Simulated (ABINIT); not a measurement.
**BiTe in ABINIT: the effect of functional**

BiTe:

```
Bi Te
1.0
     0.00000    3.23500    3.23500
     3.23500    0.00000    3.23500
     3.23500    3.23500    0.00000
Bi Te
1 1
Direct
  0.00000 0.00000 0.00000
  0.50000 0.50000 0.50000
```

Alike in all runs:

| Property | Result |
| --- | --- |
| Program | ABINIT 10.8.3 (patched build) |
| Task | single point |
| Potentials or basis | JTH PAW PBE v2.0 |
| Cutoff | 707 eV |
| k mesh | 7 × 7 × 7 |
| Occupations | fermi-dirac, width 0.05 eV |
| Spin | no spin polarisation |

```csv
functional,pressure (GPa)
PBE,0.6
LDA,-2.9
PBEsol,-1.8
RPBE,1.9
BLYP,?
AM05,-1.6
r2SCAN,-0.2
SCAN,-1.6
revPBE,1.5
PW91,0.6
WC,-1.7
```

Problem. What does the run with functional BLYP give?

Solution. Pressure 4.3 GPa.

Caveats: the PAW data sets were made with another functional, which shifts forces and pressure a little (some runs).
